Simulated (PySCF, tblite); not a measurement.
# C₅H₆ClO₂ radical: geometry, infrared bands and EPR parameters

What infrared bands and EPR parameters should C₅H₆ClO₂ radical (`[H]/[C]=C(\Cl)[C@H]1COCO1`) show?

The runs use tblite 0.8.0 and PySCF 2.14.0, with density-fitted response routines of our own; the level of theory stands in each step. All values are computed, except where a source is named. Atoms count from 0, in the outputs and in this text.

### 1 The molecule as given

14 atoms, charge 0, multiplicity 2; geometry from: force field or distance geometry start.

Bonds of the start (Å): C0–C1 1.31, C1–Cl2 1.72, C1–C3 1.49, C3–C4 1.52, C4–O5 1.43, O5–C6 1.43, C6–O7 1.44, O7–C3 1.44, C0–H8 1.07, C3–H9 1.08, C4–H10 1.09, C4–H11 1.10, C6–H12 1.11, C6–H13 1.09.

### 2 Relaxing the molecule with GFN2-xTB

The job: settings as JSON, then the geometry in Å.

```
{"job": {"kind": "relax", "xc": "GFN2-xTB", "basis": "xTB"}, "charge": 0, "multiplicity": 2}
C      1.748500     0.703300     1.483100
C      1.454100     0.815200     0.209900
Cl     2.795800     1.263200    -0.777300
C      0.161500     0.530100    -0.476100
C      0.068200    -0.889200    -1.003500
O     -1.340900    -1.112400    -1.126000
C     -1.900400    -0.336400    -0.066900
O     -0.940100     0.599500     0.446900
H      1.962000     0.625600     2.524900
H     -0.039500     1.254800    -1.254800
H      0.471600    -1.637100    -0.320700
H      0.547800    -1.010800    -1.983600
H     -2.216800    -1.004300     0.757600
H     -2.772300     0.198100    -0.440600
```

The run is started by

```bash
$ OMP_NUM_THREADS=1 python probes_run.py task.json out
```

One launch serves the whole session: the jobs run in the order shown.

**Question.** This job is followed by: GFN2-xTB harmonic vibrations, gas phase; UKS B3LYP, pcH-1 on C Cl H O, non-relativistic, mean-field spin-orbit, GIAO. What will the session give for the following? strongest single infrared mode (GFN2-xTB); zero-point energy (GFN2-xTB); g(iso) (B3LYP); ⟨S²⟩; largest a(iso); potential on the surface of density 0.002 e/bohr³, 1st and 99th percentile.

As calculated:

| quantity | value |
| --- | --- |
| strongest single infrared mode (GFN2-xTB) | 1028 cm⁻¹, 140 km/mol |
| zero-point energy (GFN2-xTB) | 61.4 kcal/mol |
| g(iso) (B3LYP) | 2.00138 |
| ⟨S²⟩ | 0.760 (exact 0.75) |
| largest a(iso) | 13C on C0, 323.1 MHz |
| potential on the surface of density 0.002 e/bohr³, 1st and 99th percentile | -1.17 V and 1.28 V |

What this shows: The optimisation took 133 steps and gained 0.528 eV; among the close pairs (by a distance rule), C1–Cl2 changed most, from 1.725 to 1.799 Å. All 36 modes are real, so the xTB geometry is a minimum. The strongest single mode, at 1028 cm⁻¹, has its largest shares on C6, O5, H12 and O7 (the list is cut at 4 atoms). Unscaled tight-binding wavenumbers are off by several per cent, some by more. Its intensities can rank the bands wrongly. C0 carries the largest spin population, 0.84 e. The isotropic g lies 0.9 ppt below the free-electron value. These values are for one conformer; the search (at its own cheap level) found 2 more, at 0.00, 5.39 kcal/mol (those within 0.05 may be mirror or relabelled copies), and measured spectra average over such forms.
